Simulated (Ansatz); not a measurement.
# Cl3FGaH: the cost of one run

Program: Ansatz 0.2.0. Level of theory: RKS B3LYP-D4/def2-SVP. These are calculated values, not measurements.

**1. Starting point**

Bond lengths: Ga1–Cl2 2.590 Å, Ga1–Cl3 2.240 Å, Ga1–Cl4 2.240 Å, Ga1–F5 2.000 Å. Angles: Cl2–Ga1–Cl3 120.0°, Cl2–Ga1–Cl4 120.0°, Cl2–Ga1–F5 71.6°, Cl3–Ga1–Cl4 120.0°, Cl3–Ga1–F5 97.0°, Cl4–Ga1–F5 101.2°.

As a file:

```xyz
6

Ga    0.0000    0.0000    0.0000
Cl    0.0000    0.0000    2.5900
Cl    1.9398    0.0000   -1.1200
Cl   -1.9398    0.0000   -1.1200
F     0.0836   -1.8961    0.6306
H     0.0624   -1.4154    1.7691
```

**2. A restrained relaxation towards end A**

Springs on the bonds that form and break draw the guess towards this end; the thresholds are loose.

Contents of input.yaml:

```yaml
crystal:
  periodic: [false, false, false]
  atoms:
    - { symbol: Ga, position_ang: [0.0, 0.0, 0.0] }
    - { symbol: Cl, position_ang: [0.0, 0.0, 2.59] }
    - { symbol: Cl, position_ang: [1.9398, 0.0, -1.12] }
    - { symbol: Cl, position_ang: [-1.9398, 0.0, -1.12] }
    - { symbol: F, position_ang: [0.0836, -1.8961, 0.6306] }
    - { symbol: H, position_ang: [0.0624, -1.4154, 1.7691] }
basis:
  gaussian: { orbitals: def2-SVP }
hamiltonian:
  xc: b3lyp
  dispersion: d4
relax:
  f_tol: 0.15
  max_steps: 25
  restrain:
    - { distance: [0, 4], at: 2.9, k: 30.0 }
    - { distance: [5, 1], at: 2.57, k: 30.0 }
    - { distance: [0, 1], at: 2.24, k: 30.0 }
    - { distance: [5, 4], at: 0.92, k: 30.0 }
```

The run is started by

```bash
$ ansatz run input.yaml --threads 2 --pin off --max-ram 3072MiB --backend cpu --events-out ev --progress --plain --runs-dir out
```

What time and memory should one allow on 2 threads of Arm Neoverse V1, shared host?

About 26 s, with a peak of 0.26 GiB.
